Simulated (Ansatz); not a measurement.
# C2H7ClOSi: the cost of one run

Program: Ansatz 0.2.0. Level of theory: RKS r2SCAN-D4/6-31G*. These are calculated values, not measurements.

1 further run of the same task is left out (it didn't finish).

### 1 The system as given

Bond lengths: O1–C2 1.375 Å, C2–Si3 1.866 Å, Si3–C4 1.795 Å, C4–Cl5 1.806 Å, O1–H6 1.023 Å, C2–H7 1.069 Å, C2–H8 1.104 Å, Si3–H9 1.502 Å, Si3–H10 1.515 Å, C4–H11 1.154 Å, C4–H12 1.041 Å. Angles (14 of 19 angles, heavy atoms first): O1–C2–Si3 117.7°, C2–Si3–C4 115.4°, Si3–C4–Cl5 109.8°, O1–C2–H7 109.4°, O1–C2–H8 105.0°, Si3–C2–H7 108.4°, Si3–C2–H8 107.4°, C2–O1–H6 110.7°, C2–Si3–H9 107.5°, C2–Si3–H10 109.4°, C4–Si3–H9 110.2°, C4–Si3–H10 110.1°, Si3–C4–H11 109.1°, Si3–C4–H12 116.2°.

Structure file:

```xyz
12

O    -0.9613    1.2305    1.5216
C    -0.4216   -0.0267    1.3889
Si    0.8400   -0.2907    0.0398
C     0.1850   -0.3153   -1.6314
Cl   -0.8265    1.1541   -1.9128
H    -1.3945    1.5317    0.6448
H    -1.2077   -0.7391    1.2599
H     0.0787   -0.2269    2.3528
H     1.5543   -1.5786    0.3360
H     1.9293    0.7565    0.1559
H    -0.5843   -1.1700   -1.7224
H     0.8855   -0.3805   -2.3990
```

### 2 End point A

input.yaml reads:

```yaml
crystal:
  periodic: [false, false, false]
  atoms:
    - { symbol: O, position_ang: [-0.9613, 1.2305, 1.5216] }
    - { symbol: C, position_ang: [-0.4216, -0.0267, 1.3889] }
    - { symbol: Si, position_ang: [0.84, -0.2907, 0.0398] }
    - { symbol: C, position_ang: [0.185, -0.3153, -1.6314] }
    - { symbol: Cl, position_ang: [-0.8265, 1.1541, -1.9128] }
    - { symbol: H, position_ang: [-1.3945, 1.5317, 0.6448] }
    - { symbol: H, position_ang: [-1.2077, -0.7391, 1.2599] }
    - { symbol: H, position_ang: [0.0787, -0.2269, 2.3528] }
    - { symbol: H, position_ang: [1.5543, -1.5786, 0.336] }
    - { symbol: H, position_ang: [1.9293, 0.7565, 0.1559] }
    - { symbol: H, position_ang: [-0.5843, -1.17, -1.7224] }
    - { symbol: H, position_ang: [0.8855, -0.3805, -2.399] }
basis:
  gaussian: { orbitals: "6-31G*" }
hamiltonian:
  xc: r2scan
  dispersion: d4
relax:
  f_tol: 0.02
  max_steps: 50
output:
  orbitals: {}
```

On the command line:

```
> ansatz run input.yaml --threads 2 --pin off --max-ram 3072MiB --backend cpu --events-out ev --progress --plain --runs-dir out
```

**Question.** How long does this run take on 2 threads of AMD EPYC 9R14 (Zen 4), shared host, and how much memory does it need?

About 19 s, with a peak of 0.19 GiB.
